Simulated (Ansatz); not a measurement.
# ClGaH4Si: the cost of one run

The runs use Ansatz 0.2.0, Gaussian basis; PBE0-D4, def2-SVP first, then def2-TZVP.

114 further runs of the same task are left out: 114 set aside as unsound or not needed.

## 1. Where the work starts

The guess: 7 atoms, charge 0, spin multiplicity 1.

Atoms are counted from 1 here; the program's logs count them from 0.

Bond lengths: Ga1–Si2 2.427 Å, Ga1–Cl4 2.115 Å, Si2–H5 1.459 Å, Si2–H6 1.499 Å, Si2–H7 1.459 Å. Angles: Si2–Ga1–Cl4 166.1°, Ga1–Si2–H5 104.0°, Ga1–Si2–H6 106.8°, Ga1–Si2–H7 104.0°, H5–Si2–H6 106.3°, H5–Si2–H7 127.9°, H6–Si2–H7 106.3°.

Coordinates:

```mol
ClGaH4Si
  3D, bonds by distance, orders not assigned

  7  5  0  0  0  0  0  0  0  0999 V2000
   -1.0901   -0.6699   -0.6609 Ga  0  0
    1.0199    0.1034    0.2561 Si  0  0
   -1.0385    1.1119    0.5740 H   0  0
   -3.1147   -0.9396   -1.2081 Cl  0  0
    0.8801   -0.1094    1.6928 H   0  0
    2.0730   -0.8560   -0.2112 H   0  0
    1.2703    1.3595   -0.4428 H   0  0
  1  2  8  0
  1  4  8  0
  2  5  8  0
  2  6  8  0
  2  7  8  0
M  END
```

Distances that are to change: Si2–H3 2.31 Å, Ga1–Si2 2.43 Å, Ga1–H3 2.17 Å.

## 2. Relaxing the guess with the reacting distances held

hold/in.yaml

```yaml
crystal:
  periodic: [false, false, false]
  atoms:
    - {symbol: Ga, position_ang: [-1.090100, -0.669900, -0.660900]}
    - {symbol: Si, position_ang: [1.019900, 0.103400, 0.256100]}
    - {symbol: H, position_ang: [-1.038500, 1.111900, 0.574000]}
    - {symbol: Cl, position_ang: [-3.114700, -0.939600, -1.208100]}
    - {symbol: H, position_ang: [0.880100, -0.109400, 1.692800]}
    - {symbol: H, position_ang: [2.073000, -0.856000, -0.211200]}
    - {symbol: H, position_ang: [1.270300, 1.359500, -0.442800]}
basis:
  gaussian: {orbitals: def2-SVP}
hamiltonian: {xc: pbe0, dispersion: d4}
relax: {f_tol: 0.04, max_steps: 150, escape_saddle: false, constraints: [{distance: [1, 2]}, {distance: [0, 1]}, {distance: [0, 2]}]}
```

Launch:

```bash
$ ansatz run in.yaml --threads 4 --pin off --events-out ev --progress --plain --max-ram 9574MiB
```

**Question.** How long does this run take on 4 threads of Arm Neoverse V1, shared host?

About 7 s.
